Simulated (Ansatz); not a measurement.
# C3H7Cl2InO: up Jacob's ladder to CCSD(T)

An exercise on one series of results from a longer session: the logs are not shown, and one member is left open.

Method: functionals in def2-TZVPP, the program's frozen cores in correlated methods; program: Ansatz 0.2.0, Gaussian basis.

The runs, in order: PBE-D4, r2SCAN-D4, PBE0-D4, B3LYP-D4, ωB97X-V, ωB97M-V, B2PLYP; CCSD(T)/def2-TZVPP; MP2/def2-QZVPP; extrapolation to the limit.

## The relaxed structure

The geometry comes from an earlier relaxation with PBE0-D4 in a triple-zeta def2 set; it is a stationary point, not always the lowest conformer. In takes the def2 core potential; no spin-orbit term is included.

SMILES `CC(C)[O][In]([Cl])[Cl]`, 14 atoms, charge 0, spin multiplicity 1.

Atoms are counted from 1 here; the program's logs count them from 0.

Bond lengths: C1–C2 1.516 Å, C1–H8 1.093 Å, C1–H9 1.092 Å, C1–H10 1.096 Å, C2–C3 1.516 Å, C2–O4 1.417 Å, C2–H11 1.099 Å, C3–H12 1.096 Å, C3–H13 1.093 Å, C3–H14 1.092 Å, O4–In5 1.960 Å, In5–Cl6 2.312 Å, In5–Cl7 2.298 Å. Angles: C2–C1–H8 111.2°, C2–C1–H9 110.4°, C2–C1–H10 110.6°, H8–C1–H9 108.3°, H8–C1–H10 107.4°, H9–C1–H10 108.8°, C1–C2–C3 112.3°, C1–C2–O4 111.5°, C1–C2–H11 108.5°, C3–C2–O4 111.5°, C3–C2–H11 108.5°, O4–C2–H11 104.3°, C2–C3–H12 110.6°, C2–C3–H13 111.2°, C2–C3–H14 110.4°, H12–C3–H13 107.4°, H12–C3–H14 108.8°, H13–C3–H14 108.3° and more.

Set-up of the first run:

in.yaml

```yaml
crystal:
  periodic: [false, false, false]
  atoms:
    - {symbol: C, position_ang: [-1.417419, 0.307973, -0.566269]}
    - {symbol: C, position_ang: [0.024931, -0.005163, -0.912187]}
    - {symbol: C, position_ang: [0.420922, -1.411628, -0.508477]}
    - {symbol: O, position_ang: [0.909730, 0.959161, -0.368231]}
    - {symbol: In, position_ang: [1.114614, 1.248075, 1.559891]}
    - {symbol: Cl, position_ang: [-0.010558, 0.097324, 3.219360]}
    - {symbol: Cl, position_ang: [2.607764, 2.869972, 2.208801]}
    - {symbol: H, position_ang: [-2.103101, -0.370072, -1.080260]}
    - {symbol: H, position_ang: [-1.665145, 1.331021, -0.855845]}
    - {symbol: H, position_ang: [-1.589759, 0.193741, 0.510540]}
    - {symbol: H, position_ang: [0.151481, 0.093437, -1.999007]}
    - {symbol: H, position_ang: [0.283229, -1.557368, 0.569532]}
    - {symbol: H, position_ang: [-0.193573, -2.156820, -1.019558]}
    - {symbol: H, position_ang: [1.466894, -1.599673, -0.758301]}
basis:
  gaussian: {orbitals: def2-TZVPP}
hamiltonian: {xc: pbe, dispersion: d4}
output: {forces: true, orbitals: {seedname: orbitals}}
```

Started as:

```
ansatz run in.yaml --threads 2 --pin off --events-out ev --progress --plain --max-ram 32768MiB --backend cuda --devices 0, --max-vram 18GiB
```

Steps of the session up to this table: PBE-D4 (GGA); r2SCAN-D4 (meta-GGA); PBE0-D4 (hybrid); B3LYP-D4 (hybrid); ωB97X-V (range-separated); ωB97M-V (range-separated); B2PLYP (double hybrid); CCSD(T) in def2-TZVPP; MP2 in def2-QZVPP.

One table of the session follows, with a row left open; its other results are not shown here.

```
            method  atomisation energy (kcal/mol)
            PBE-D4                         1242.5
         r2SCAN-D4                         1225.1
           PBE0-D4                         1223.2
          B3LYP-D4                         1209.9
           ωB97X-V                              ?
           ωB97M-V                         1223.1
            B2PLYP                         1200.8
     HF/def2-TZVPP                          893.6
    MP2/def2-TZVPP                         1213.7
   CCSD/def2-TZVPP                         1170.7
CCSD(T)/def2-TZVPP                         1190.9
           MP2/CBS                         1246.7
       CCSD(T)/CBS                         1223.9
```

Q: Estimate the row for ωB97X-V from the others.

The run gave: atomisation energy (kcal/mol): 1223.8. In the column «atomisation energy (kcal/mol)» it lies between PBE0-D4 (1223.2) and CCSD(T)/CBS (1223.9).
